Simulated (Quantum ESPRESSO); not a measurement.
# TaF4 (Fmmm) in Quantum ESPRESSO: reference runs

Reference runs on TaF4: the cell as given.

All numbers are computed with Quantum ESPRESSO 7.5; they aren't measurements. Logs are shortened: lines on timing, memory, paths and dates and some standing lists are left out, and cuts for length are marked.

## 1. The crystal as given

Symmetry: Fmmm, No. 69, orthorhombic system. Conventional cell: a = 2.972 Å, b = 4.139 Å, c = 20.544 Å, α = 90.00°, β = 90.00°, γ = 90.00°. Ta (site symmetry mmm) has 4 Ta at 2.55 Å and 4 F at 2.57 Å as nearest neighbours. Around F (site symmetry mm2) lie 6 F at 2.51 to 2.55 Å and 2 Ta at 2.57 Å. Around F (site symmetry mm2) lie 8 F at 2.51 to 2.55 Å.

The cell was built by a generator and needn't be a form met in nature.

## 2. Single point, PBE

Input file pw.in:

```
&CONTROL
  calculation = 'scf'
  prefix = 'pwscf'
  outdir = './tmp'
  pseudo_dir = './pseudo'
  tprnfor = .true.
  tstress = .true.
  disk_io = 'low'
/
&SYSTEM
  ibrav = 0
  nat = 5
  ntyp = 2
  ecutwfc = 55
  ecutrho = 440
  nbnd = 29
  occupations = 'smearing'
  smearing = 'fd'
  degauss = 0.00367493
/
&ELECTRONS
  conv_thr = 1d-09
  electron_maxstep = 120
  mixing_beta = 0.5
/
ATOMIC_SPECIES
Ta   180.9479 Ta_pbe_v1.uspp.F.UPF
F     18.9984 f_pbe_v1.4.uspp.F.UPF
CELL_PARAMETERS angstrom
   0.0000000000    2.0697428000   10.2717713000
   1.4861001900    0.0000000000   10.2717713000
   1.4861001900    2.0697428000    0.0000000000
ATOMIC_POSITIONS crystal
Ta     0.0000000000    0.0000000000    0.0000000000
F      0.3978683100    0.3978683100    0.6021316900
F      0.7993676100    0.7993676100    0.2006323900
F      0.2006323900    0.2006323900    0.7993676100
F      0.6021316900    0.6021316900    0.3978683100
K_POINTS automatic
11 11 11 0 0 0
```

Input file pp_density.in:

```
&INPUTPP
  prefix = 'pwscf'
  outdir = './tmp'
  filplot = 'density.dat'
  plot_num = 0
/
&PLOT
  nfile = 1
  filepp(1) = 'density.dat'
  iflag = 3
  output_format = 6
  fileout = 'density.cube'
/
```

Input file pp_potential.in:

```
&INPUTPP
  prefix = 'pwscf'
  outdir = './tmp'
  filplot = 'potential.dat'
  plot_num = 11
/
&PLOT
  nfile = 1
  filepp(1) = 'potential.dat'
  iflag = 3
  output_format = 6
  fileout = 'potential.cube'
/
```

Potentials or basis: SSSP 1.3 efficiency PBE.

Run with:

```console
$ OMP_NUM_THREADS=1 pw.x -in pw.in > pw.out
$ OMP_NUM_THREADS=1 pp.x -in pp_density.in > pp_density.out
$ OMP_NUM_THREADS=1 pp.x -in pp_potential.in > pp_potential.out
```

pw.out:

```text
This program is part of the open-source Quantum ESPRESSO suite
     for quantum simulation of materials; please cite
         "P. Giannozzi et al., J. Phys.:Condens. Matter 21 395502 (2009);
         "P. Giannozzi et al., J. Phys.:Condens. Matter 29 465901 (2017);
         "P. Giannozzi et al., J. Chem. Phys. 152 154105 (2020);
     in publications or presentations arising from this work. More details at

     Message from routine setup:
     using ibrav=0 with symmetry is DISCOURAGED, use correct ibrav instead

     G-vector sticks info
     --------------------
     sticks:   dense  smooth     PW     G-vecs:    dense   smooth      PW
     Sum        3295    1655    537                66377    23577    4397

     Using Slab Decomposition

     bravais-lattice index     =            0
     lattice parameter (alat)  =      19.8010  a.u.
     unit-cell volume          =     426.4189 (a.u.)^3
     number of atoms/cell      =            5
     number of atomic types    =            2
     number of electrons       =        41.00
     number of Kohn-Sham states=           29
     kinetic-energy cutoff     =      55.0000  Ry
     charge density cutoff     =     440.0000  Ry
     scf convergence threshold =      1.0E-09
     mixing beta               =       0.5000
     number of iterations used =            8  plain     mixing
     Exchange-correlation=  SLA  PW   PBX  PBC
                           (   1   4   3   4   0   0   0)

     celldm(1)=  19.800968  celldm(2)=   0.000000  celldm(3)=   0.000000
     celldm(4)=   0.000000  celldm(5)=   0.000000  celldm(6)=   0.000000

     crystal axes: (cart. coord. in units of alat)
               a(1) = (   0.000000   0.197528   0.980297 )
               a(2) = (   0.141828   0.000000   0.980297 )
               a(3) = (   0.141828   0.197528   0.000000 )

     reciprocal axes: (cart. coord. in units 2 pi/alat)
               b(1) = ( -3.525409  2.531286  0.510049 )
               b(2) = (  3.525409 -2.531286  0.510049 )
               b(3) = (  3.525409  2.531286 -0.510049 )

     PseudoPot. # 1 for Ta read from file:
     Ta_pbe_v1.uspp.F.UPF
     Pseudo is Ultrasoft + core correction, Zval = 13.0
     Generated by new atomic code, or converted to UPF format
     Using radial grid of  921 points,  7 beta functions with:
                l(1) =   0
                l(2) =   0
                l(3) =   1
                l(4) =   1
                l(5) =   2
                l(6) =   2
                l(7) =   3
     Q(r) pseudized with  6 coefficients,  rinner =    1.300   1.300   1.300
                                                       1.300   1.300   1.300
                                                       1.300

     PseudoPot. # 2 for F  read from file:
     f_pbe_v1.4.uspp.F.UPF
     Pseudo is Ultrasoft, Zval =  7.0
     Generated by new atomic code, or converted to UPF format
     Using radial grid of  799 points,  4 beta functions with:
                l(1) =   0
                l(2) =   0
                l(3) =   1
                l(4) =   1
     Q(r) pseudized with  8 coefficients,  rinner =    0.950   0.950   0.950

     atomic species   valence    mass     pseudopotential
     Ta               13.00   180.94790     Ta( 1.00)
     F                 7.00    18.99840     F ( 1.00)

      8 Sym. Ops., with inversion, found

   Cartesian axes

     site n.     atom                  positions (alat units)
         1        Ta     tau(   1) = (   0.0000000   0.0000000   0.0000000  )
         2        F      tau(   2) = (   0.1418275   0.1975281   0.7800584  )
         3        F      tau(   3) = (   0.1418275   0.1975281   1.5672357  )
         4        F      tau(   4) = (   0.1418275   0.1975281   0.3933588  )
         5        F      tau(   5) = (   0.1418275   0.1975281   1.1805361  )

     number of k points=   216  Fermi-Dirac smearing, width (Ry)=  0.0037

     Number of k-points >= 100: set verbosity='high' to print them.

     Dense  grid:    66377 G-vectors     FFT dimensions: ( 135, 135,  36)

     Smooth grid:    23577 G-vectors     FFT dimensions: (  96,  96,  24)

     Initial potential from superposition of free atoms

     starting charge      40.9989, renormalised to      41.0000

     negative rho (up, down):  9.365E-02 0.000E+00
     Starting wfcs are   29 randomized atomic wfcs

     Self-consistent Calculation

     iteration #  1     ecut=    55.00 Ry     beta= 0.50
     Davidson diagonalization with overlap
     ethr =  1.00E-02,  avg # of iterations =  5.8

     negative rho (up, down):  9.520E-02 0.000E+00

     total energy              =    -330.48295425 Ry
     estimated scf accuracy    <       7.53786442 Ry

     iteration #  2     ecut=    55.00 Ry     beta= 0.50
     Davidson diagonalization with overlap
     ethr =  1.00E-02,  avg # of iterations =  6.3

     negative rho (up, down):  9.461E-02 0.000E+00

     total energy              =    -321.20178505 Ry
     estimated scf accuracy    <     428.71806357 Ry

     iteration #  3     ecut=    55.00 Ry     beta= 0.50
     Davidson diagonalization with overlap
     ethr =  1.00E-02,  avg # of iterations =  6.3

     negative rho (up, down):  9.523E-02 0.000E+00

     total energy              =    -335.53314071 Ry
     estimated scf accuracy    <       5.03685462 Ry

     iteration #  4     ecut=    55.00 Ry     beta= 0.50
     Davidson diagonalization with overlap
     ethr =  1.00E-02,  avg # of iterations =  1.0

     negative rho (up, down):  9.565E-02 0.000E+00

     total energy              =    -335.69390490 Ry
     estimated scf accuracy    <       4.70519943 Ry

     iteration #  5     ecut=    55.00 Ry     beta= 0.50
     Davidson diagonalization with overlap
     ethr =  1.00E-02,  avg # of iterations =  1.0

     negative rho (up, down):  9.635E-02 0.000E+00

     total energy              =    -335.72008241 Ry
     estimated scf accuracy    <       0.73153053 Ry

     iteration #  6     ecut=    55.00 Ry     beta= 0.50
     Davidson diagonalization with overlap
     ethr =  1.78E-03,  avg # of iterations =  1.1

     negative rho (up, down):  9.749E-02 0.000E+00

     total energy              =    -335.67967523 Ry
     estimated scf accuracy    <       1.06738023 Ry

     iteration #  7     ecut=    55.00 Ry     beta= 0.50
     Davidson diagonalization with overlap
     ethr =  1.78E-03,  avg # of iterations =  1.2

     negative rho (up, down):  9.800E-02 0.000E+00

     total energy              =    -335.70360063 Ry
     estimated scf accuracy    <       0.00930061 Ry

     iteration #  8     ecut=    55.00 Ry     beta= 0.50
     Davidson diagonalization with overlap
     ethr =  2.27E-05,  avg # of iterations =  5.2

     negative rho (up, down):  9.778E-02 0.000E+00

     total energy              =    -335.70254004 Ry
     estimated scf accuracy    <       0.09109451 Ry

     iteration #  9     ecut=    55.00 Ry     beta= 0.50
     Davidson diagonalization with overlap
     ethr =  2.27E-05,  avg # of iterations =  1.0

     negative rho (up, down):  9.781E-02 0.000E+00

     total energy              =    -335.70220414 Ry
     estimated scf accuracy    <       0.03016365 Ry

     iteration # 10     ecut=    55.00 Ry     beta= 0.50
     Davidson diagonalization with overlap
     ethr =  2.27E-05,  avg # of iterations =  1.1

     negative rho (up, down):  9.779E-02 0.000E+00

     total energy              =    -335.70235186 Ry
     estimated scf accuracy    <       0.00479240 Ry

     iteration # 11     ecut=    55.00 Ry     beta= 0.50
     Davidson diagonalization with overlap
     ethr =  1.17E-05,  avg # of iterations =  1.4

     negative rho (up, down):  9.778E-02 0.000E+00

     total energy              =    -335.70235641 Ry
     estimated scf accuracy    <       0.00078493 Ry

     iteration # 12     ecut=    55.00 Ry     beta= 0.50
     Davidson diagonalization with overlap
     ethr =  1.91E-06,  avg # of iterations =  2.8

     negative rho (up, down):  9.779E-02 0.000E+00

     total energy              =    -335.70237469 Ry
     estimated scf accuracy    <       0.00000643 Ry

     iteration # 13     ecut=    55.00 Ry     beta= 0.50
     Davidson diagonalization with overlap
     ethr =  1.57E-08,  avg # of iterations =  1.0

     negative rho (up, down):  9.779E-02 0.000E+00

     total energy              =    -335.70237518 Ry
     estimated scf accuracy    <       0.00000573 Ry

     iteration # 14     ecut=    55.00 Ry     beta= 0.50
     Davidson diagonalization with overlap
     ethr =  1.40E-08,  avg # of iterations =  1.0

     negative rho (up, down):  9.779E-02 0.000E+00

     total energy              =    -335.70237519 Ry
     estimated scf accuracy    <       0.00000088 Ry

     iteration # 15     ecut=    55.00 Ry     beta= 0.50
     Davidson diagonalization with overlap
     ethr =  2.16E-09,  avg # of iterations =  1.0

     negative rho (up, down):  9.779E-02 0.000E+00

     End of self-consistent calculation

     Number of k-points >= 100: set verbosity='high' to print the bands.

     the Fermi energy is     4.3302 ev

!    total energy              =    -335.70237522 Ry
     estimated scf accuracy    <          5.7E-10 Ry
     smearing contrib. (-TS)   =      -0.00645988 Ry
     internal energy E=F+TS    =    -335.69591534 Ry

     The total energy is F=E-TS. E is the sum of the following terms:
     one-electron contribution =    -123.58889849 Ry
     hartree contribution      =      81.66575000 Ry
     xc contribution           =     -78.69117966 Ry
     ewald contribution        =    -215.08158719 Ry

     convergence has been achieved in  15 iterations

     negative rho (up, down):  9.779E-02 0.000E+00

     Forces acting on atoms (cartesian axes, Ry/au):

     atom    1 type  1   force =     0.00000000   -0.00000000    0.00000000
     atom    2 type  2   force =    -0.00000000   -0.00000000    0.15495120
     atom    3 type  2   force =     0.00000000    0.00000000   -0.01409538
     atom    4 type  2   force =    -0.00000000    0.00000000    0.01409538
     atom    5 type  2   force =    -0.00000000    0.00000000   -0.15495120

     Total force =     0.220039     Total SCF correction =     0.000095

     Computing stress (Cartesian axis) and pressure

     negative rho (up, down):  9.779E-02 0.000E+00
          total   stress  (Ry/bohr**3)                   (kbar)     P=      -34.61
   0.00038626  -0.00000000  -0.00000000           56.82       -0.00       -0.00
  -0.00000000   0.00144253   0.00000000           -0.00      212.20        0.00
  -0.00000000   0.00000000  -0.00253471           -0.00        0.00     -372.87

=------------------------------------------------------------------------------=
   JOB DONE.
=------------------------------------------------------------------------------=
```

Run time: 16 min. Hardware: 1 thread of Intel Xeon Platinum 8488C (Sapphire Rapids), shared host; peak memory 0.76 GiB.

What came out:

| Property | Result |
| --- | --- |
| Free energy | -4567.4635 eV |
| Pressure | -3.5 GPa |
| Largest force | 3.984 eV/Å |
| Band gap on the k mesh | none (metal or under the smearing width) |

Forces in eV/Å, atoms in the order of the input:
```
Ta   0.000  0.000  0.000
F    0.000  0.000  3.984
F    0.000  0.000 -0.362
F    0.000  0.000  0.362
F    0.000  0.000 -3.984
```

Stress tensor (GPa, compression positive):
```
  5.68   0.00   0.00
  0.00  21.22   0.00
  0.00   0.00 -37.29
```

Caveat: an odd number of electrons without spin polarisation forces a metal; a magnetic or distorted state may lie lower.
